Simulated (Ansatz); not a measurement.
# CH7AlGaNO: basis-set convergence

Aim: see how fast density functionals converge with the basis set for CH7AlGaNO.

Program: Ansatz 0.2.0, Gaussian basis. Level of theory: one geometry, several basis sets. These are calculated values, not measurements.

Levels to be run: PBE0-D4/def2-SVP; ωB97M-V/def2-SVP; PBE0-D4/def2-QZVPP; ωB97M-V/def2-QZVPP; the functionals' def2-TZVPP values are taken from earlier runs.

**1. Structure used throughout**

The geometry comes from an earlier relaxation with PBE0-D4 in a triple-zeta def2 set; it is a stationary point, not always the lowest conformer.

SMILES `N[CH2][Al]([OH])[GaH2]`, 12 atoms, charge 0, spin multiplicity 1.

Atoms are counted from 1 here; the program's logs count them from 0.

Bond lengths: N1–C2 1.476 Å, N1–H6 1.013 Å, N1–H7 1.013 Å, C2–Al3 1.981 Å, C2–H8 1.096 Å, C2–H9 1.096 Å, Al3–O4 1.704 Å, Al3–Ga5 2.521 Å, O4–H10 0.956 Å, Ga5–H11 1.582 Å, Ga5–H12 1.582 Å. Angles: C2–N1–H6 111.4°, C2–N1–H7 111.5°, H6–N1–H7 106.8°, N1–C2–Al3 112.5°, N1–C2–H8 108.0°, N1–C2–H9 108.0°, Al3–C2–H8 111.9°, Al3–C2–H9 111.9°, H8–C2–H9 104.0°, C2–Al3–O4 125.3°, C2–Al3–Ga5 118.3°, O4–Al3–Ga5 116.4°, Al3–O4–H10 125.5°, Al3–Ga5–H11 123.2°, Al3–Ga5–H12 123.3°, H11–Ga5–H12 113.5°.

**2. PBE0-D4 in def2-SVP**

File in.yaml:

```yaml
crystal:
  periodic: [false, false, false]
  atoms:
    - {symbol: N, position_ang: [-0.625841, -0.879633, 1.692918]}
    - {symbol: C, position_ang: [0.361184, 0.192413, 1.457979]}
    - {symbol: Al, position_ang: [0.551010, 0.640937, -0.462538]}
    - {symbol: O, position_ang: [1.597037, 1.826289, -1.097589]}
    - {symbol: Ga, position_ang: [-0.852979, -0.624989, -2.129927]}
    - {symbol: H, position_ang: [-1.544902, -0.616900, 1.357350]}
    - {symbol: H, position_ang: [-0.369312, -1.732084, 1.209326]}
    - {symbol: H, position_ang: [0.063881, 1.063088, 2.053774]}
    - {symbol: H, position_ang: [1.313534, -0.120656, 1.901268]}
    - {symbol: H, position_ang: [2.184684, 2.380004, -0.585889]}
    - {symbol: H, position_ang: [-2.294906, -0.156142, -2.582626]}
    - {symbol: H, position_ang: [-0.383409, -1.972337, -2.814038]}
basis:
  gaussian: {orbitals: def2-SVP}
hamiltonian: {xc: pbe0, dispersion: d4}
output: {orbitals: {seedname: orbitals}}
```

Run with:

```sh
$ ansatz run in.yaml --threads 4 --pin off --events-out ev --progress --plain --max-ram 10444MiB
```

Further steps of the session: ωB97M-V in def2-SVP; PBE0-D4 in def2-QZVPP; ωB97M-V in def2-QZVPP.

Q: Predict the results of all the runs planned. Wanted: PBE0-D4: double and triple zeta above quadruple; ωB97M-V: double and triple zeta above quadruple.

As calculated:

```
                                       quantity           value
PBE0-D4: double and triple zeta above quadruple  16.41, 1.67 eV
ωB97M-V: double and triple zeta above quadruple  16.53, 1.63 eV
```

In words: PBE0-D4 gains 14.74 eV from double to triple zeta, then 1.67 eV more. Total energies overstate the basis error of differences, where much of it tends to cancel.
